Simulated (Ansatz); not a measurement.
# GeH₂− (doublet): the correlation ladder at distance Ge1–H3 = 1.776 Å, aug-cc-pVTZ

Aim: climb from Hartree-Fock through coupled cluster and multireference methods for GeH₂− (doublet) at one geometry and basis, and see what each rung misses.

Program: Ansatz 0.2.0, Gaussian basis. Level of theory: aug-cc-pVTZ, core rule «outside noble gas», up to 14 orbitals frozen. These are calculated values, not measurements.

Plan: UHF; CCSD(T) on ROHF; CCSD(T) on UHF; BCCD(T) on ROHF; CCSDT(Q) on ROHF; CCSDT(Q) on UHF; CASSCF and NEVPT2, 3 electrons in 3 orbitals; CASSCF and MRCISD+Q, 7 electrons in 6 orbitals; CASSCF and NEVPT2, 7 electrons in 6 orbitals.

## (1) The system

The geometry derives from a PBE0/def2-TZVPD stationary point (not a proven minimum). One bond is set to the value named and the two fragments are kept rigid. No spin-orbit coupling is included. The filled d shell of Ge may be among the frozen orbitals whatever the setting's name suggests.

3 atoms, charge -1, spin multiplicity 2.

Atoms are counted from 1 here; the program's logs count them from 0.

Bond lengths: Ge1–H2 1.624 Å, Ge1–H3 1.776 Å. Angles: H2–Ge1–H3 91.0°.

## (2) UHF

File in.yaml:

```yaml
crystal:
  periodic: [false, false, false]
  atoms:
    - {symbol: Ge, position_ang: [0.000000, -0.032184, -0.001459]}
    - {symbol: H, position_ang: [0.000000, 1.106611, -1.159887]}
    - {symbol: H, position_ang: [0.000000, 1.212851, 1.265056]}
basis:
  gaussian: {orbitals: aug-cc-pVTZ}
total_charge: -1
magnetization: {spin_polarized: true, initial_magnetization: 1}
hamiltonian: {xc: hf}
output: {orbitals: {seedname: orbitals}}
```

Started as:

```sh
$ ansatz run in.yaml --threads 1 --pin off --events-out ev --progress --plain --max-ram 2816MiB --backend cpu
```

After this run come: CCSD(T) on ROHF; CCSD(T) on UHF; BCCD(T) on ROHF; CCSDT(Q) on ROHF; CCSDT(Q) on UHF; CASSCF and NEVPT2, 3 electrons in 3 orbitals; CASSCF and MRCISD+Q, 7 electrons in 6 orbitals; CASSCF and NEVPT2, 7 electrons in 6 orbitals.

Q: Predict the results of all the runs planned. Wanted: UCCSDT(Q) from the RHF energy; RMP2 from UCCSDT(Q); UMP2 from UCCSDT(Q); RCCSD from UCCSDT(Q); RCCSD(T) from UCCSDT(Q); UCCSD(T) from UCCSDT(Q); RCCSDT(Q) from UCCSDT(Q); NEVPT2 pair from UCCSDT(Q); NEVPT2 valence from UCCSDT(Q).

As calculated:

```
                         quantity                                                                     value
    UCCSDT(Q) from the ROHF energy                                                                -4.2379 eV
              RMP2 from UCCSDT(Q)                                                                +829.4 meV
              UMP2 from UCCSDT(Q)                                                                +849.9 meV
             RCCSD from UCCSDT(Q)                                                                +188.8 meV
          RCCSD(T) from UCCSDT(Q)                                                                 +34.9 meV
          UCCSD(T) from UCCSDT(Q)                                                                 +33.4 meV
         RCCSDT(Q) from UCCSDT(Q)                                                                  +2.5 meV
       NEVPT2 pair from UCCSDT(Q)                                                                +823.8 meV
    NEVPT2 valence from UCCSDT(Q)                                                                +889.6 meV
  MRCISD+Q valence from UCCSDT(Q)                                                                 +32.6 meV
levels within 1 kcal/mol (43 meV)  RCCSD(T), UCCSD(T), BCCD(T), RCCSDT, UCCSDT, RCCSDT(Q), MRCISD+Q valence
                    T1 diagnostic                                                                     0.021
   effectively unpaired electrons                                                                      1.02
```

**Reading.** RCCSD(T) misses by +34.9 meV, 0.8 % of the correlation energy. One determinant dominates. Of the multireference levels listed MRCISD+Q valence comes nearest in total energy (+32.6 meV), which doesn't show that its space is the better one. These misses are within one basis, not against nature; the frozen cores of restricted and unrestricted runs differ, which can shift their rows.
